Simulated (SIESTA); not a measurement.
Crystal: TiPd.

```
Pd Ti
1.0
     4.57045    0.00000    0.00000
     0.00000    2.77509    0.00000
     0.00000    0.00000    4.87578
Pd Ti
2 2
Direct
  0.75000 0.50000 0.81340
  0.25000 0.50000 0.18660
  0.75000 0.00000 0.29752
  0.25000 0.00000 0.70248
```

The cell comes from a database or a generator and needn't be the stable form of this composition.

- Program: SIESTA 5.4.2
- Task: single point
- Functional: PBEsol
- Potentials or basis: PseudoDojo 0.4 standard (PBEsol files)
- Basis: DZP (energy shift 0.003 Ry; two zetas on semicore shells)
- Grid cutoff: 800 Ry
- Energy shift: 0.003 Ry
- k mesh: 6 × 10 × 6
- Occupations: fermi-dirac, width 0.05 eV
- Spin: no spin polarisation

On this cell: pressure -3.8 GPa; largest force 0.072 eV/Å; band gap on the k mesh none (metal or under the smearing width).

The same run follows on a disturbed copy (atoms moved at random, drawn with an rms of 0.05 Å):

```xyz
4
Lattice="4.5705 0.0000 0.0000 0.0000 2.7751 0.0000 0.0000 0.0000 4.8758" Properties=species:S:1:pos:R:3 pbc="T T T"
Pd    3.4373    1.3779    3.9959
Pd    1.1965    1.4292    0.8989
Ti    3.4470    0.0051    1.4546
Ti    1.1382   -0.0246    3.4466
```

What does the disturbed cell give?

The energy (extrapolated to zero smearing) moves by +4.4 meV/atom; pressure -3.4 GPa; largest force 0.418 eV/Å; band gap on the k mesh none (metal or under the smearing width).

Forces in eV/Å, atoms in the order of the input:
```
Pd   0.008 -0.004 -0.288
Pd  -0.234 -0.159  0.307
Ti   0.153  0.069  0.144
Ti   0.073  0.092 -0.164
```

Stress tensor (GPa, compression positive):
```
-3.62 -0.01 -0.15
-0.01 -3.03 -0.46
-0.15 -0.46 -3.66
```

Caveats: the basis of atomic orbitals isn't converged, which shifts pressures, moduli and gaps.
